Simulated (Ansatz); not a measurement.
# PrBOs4: the cost of one run

Method: DFT PBE, scalar-relativistic, plane waves, PAW; 4f electrons in the core of a trivalent norm-conserving potential, in Ansatz 0.2.0.

### Step 1. The structure to begin with

It takes space group P4/mmm (No. 123, tetragonal). Conventional cell: a = 4.334 Å, b = 4.334 Å, c = 6.185 Å, α = 90.00°, β = 90.00°, γ = 90.00°. Pr (site symmetry 4/mmm) is surrounded by 8 Os at 2.71 Å. B (site symmetry 4/mmm) has 8 Os at 2.62 Å in its first shell of neighbours. Os (site symmetry 2mm) is surrounded by 2 B at 2.62 Å and 2 Pr at 2.71 Å and 5 Os at 2.93 to 3.06 Å.

Structure file:

```cif
data_structure
_symmetry_space_group_name_H-M 'P 1'
_symmetry_Int_Tables_number 1
_cell_length_a 4.3343
_cell_length_b 4.3343
_cell_length_c 6.1853
_cell_angle_alpha 90.000
_cell_angle_beta 90.000
_cell_angle_gamma 90.000
_cell_volume 116.20
loop_
_atom_site_label
_atom_site_type_symbol
_atom_site_fract_x
_atom_site_fract_y
_atom_site_fract_z
_atom_site_occupancy
Pr1 Pr 0.50000 0.50000 0.50000 1
B1 B 0.00000 0.00000 0.00000 1
Os1 Os 0.50000 0.00000 0.76288 1
Os2 Os 0.00000 0.50000 0.23712 1
Os3 Os 0.50000 0.00000 0.23712 1
Os4 Os 0.00000 0.50000 0.76288 1
```

A structure generator made this guess: species swapped into a database cell of Na4TeSe (P4/mmm, No. 123), with Os on the Na sites, Pr on the Te sites and B on the Se sites. The dimensions are guesses.

### Step 2. A first look at the guess

input.yaml

```yaml
crystal:
  lattice:
    - [4.33430796, 0.0, 0.0]
    - [0.0, 4.33430796, 0.0]
    - [0.0, 0.0, 6.18527567]
  atoms:
    - { symbol: Pr, position: [0.5, 0.5, 0.5] }
    - { symbol: B, position: [0.0, 0.0, 0.0] }
    - { symbol: Os, position: [0.5, 0.0, 0.76287591] }
    - { symbol: Os, position: [0.0, 0.5, 0.23712409] }
    - { symbol: Os, position: [0.5, 0.0, 0.23712409] }
    - { symbol: Os, position: [0.0, 0.5, 0.76287591] }
basis:
  ecutwfc: 660
kpoints:
  mp_grid: { grid: [4, 4, 4] }
hamiltonian:
  xc: pbe
  pseudopotentials:
    kind: paw
    azcp: { Pr: "pseudopotentials/pbe/nc/lanthanide_3plus/Pr.nc.azcp" }
scf:
  occupations: { method: gaussian, width: 0.1 }
  lower_state_search: "off"
output:
  forces: true
  stress: true
  eigenvalues: true
```

On the command line:

```bash
$ ansatz run input.yaml --threads 1 --pin off --max-ram 2560MiB --backend cpu --events-out ev --progress --plain --runs-dir out
```

**Question.** How long does this run take on 1 thread of Intel Xeon at 2.70GHz, shared host, and how much memory does it need?

About 12 s, with a peak of 0.5 GiB.
